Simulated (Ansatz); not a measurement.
**FGeH4In: basis-set convergence**

How large a basis does FGeH4In need? Two functionals are run in growing sets.

The runs use Ansatz 0.2.0, Gaussian basis; one geometry, several basis sets.

Plan: PBE0-D4/def2-SVP; ωB97M-V/def2-SVP; PBE0-D4/def2-QZVPP; ωB97M-V/def2-QZVPP; the functionals' def2-TZVPP values are taken from earlier runs.

1 further run of the same task is left out (for a known fault of the program).

## Step 1: The geometry

The geometry comes from an earlier relaxation with PBE0-D4 in a triple-zeta def2 set; it is a stationary point, not always the lowest conformer. In takes the def2 core potential; no spin-orbit term is included.

SMILES `[F][GeH2][InH2]`, 7 atoms, charge 0, spin multiplicity 1.

Atoms are counted from 1 here; the program's logs count them from 0.

Bond lengths: F1–Ge2 1.757 Å, Ge2–In3 2.616 Å, Ge2–H4 1.545 Å, Ge2–H5 1.545 Å, In3–H6 1.721 Å, In3–H7 1.727 Å. Angles: F1–Ge2–In3 108.3°, F1–Ge2–H4 104.4°, F1–Ge2–H5 104.4°, In3–Ge2–H4 115.3°, In3–Ge2–H5 115.3°, H4–Ge2–H5 108.0°, Ge2–In3–H6 120.3°, Ge2–In3–H7 118.5°, H6–In3–H7 121.1°.

## Step 2: PBE0-D4 in def2-SVP

File in.yaml:

```yaml
crystal:
  periodic: [false, false, false]
  atoms:
    - {symbol: F, position_ang: [-2.299712, 0.151335, 0.072286]}
    - {symbol: Ge, position_ang: [-0.782341, -0.191269, -0.744430]}
    - {symbol: In, position_ang: [1.173331, 0.231046, 0.940569]}
    - {symbol: H, position_ang: [-0.929359, -1.649452, -1.233507]}
    - {symbol: H, position_ang: [-0.796080, 0.730711, -1.984015]}
    - {symbol: H, position_ang: [0.840235, 0.760296, 2.543419]}
    - {symbol: H, position_ang: [2.793918, -0.032676, 0.405678]}
basis:
  gaussian: {orbitals: def2-SVP}
hamiltonian: {xc: pbe0, dispersion: d4}
output: {orbitals: {seedname: orbitals}}
```

Run with:

```bash
$ ansatz run in.yaml --threads 2 --pin off --events-out ev --progress --plain --max-ram 4352MiB
```

Further steps of the session: ωB97M-V in def2-SVP; PBE0-D4 in def2-QZVPP; ωB97M-V in def2-QZVPP.

Q: Predict the results of all the runs planned. Wanted: PBE0-D4: double and triple zeta above quadruple; ωB97M-V: double and triple zeta above quadruple.

**Answer**, as computed:

| quantity | value |
| --- | --- |
| PBE0-D4: double and triple zeta above quadruple | 12.33, 1.44 eV |
| ωB97M-V: double and triple zeta above quadruple | 12.40, 1.41 eV |

In words: For PBE0-D4 the step from double to triple zeta gains 10.88 eV and the next only 1.44 eV. Total energies overstate the basis error of differences, where much of it tends to cancel.
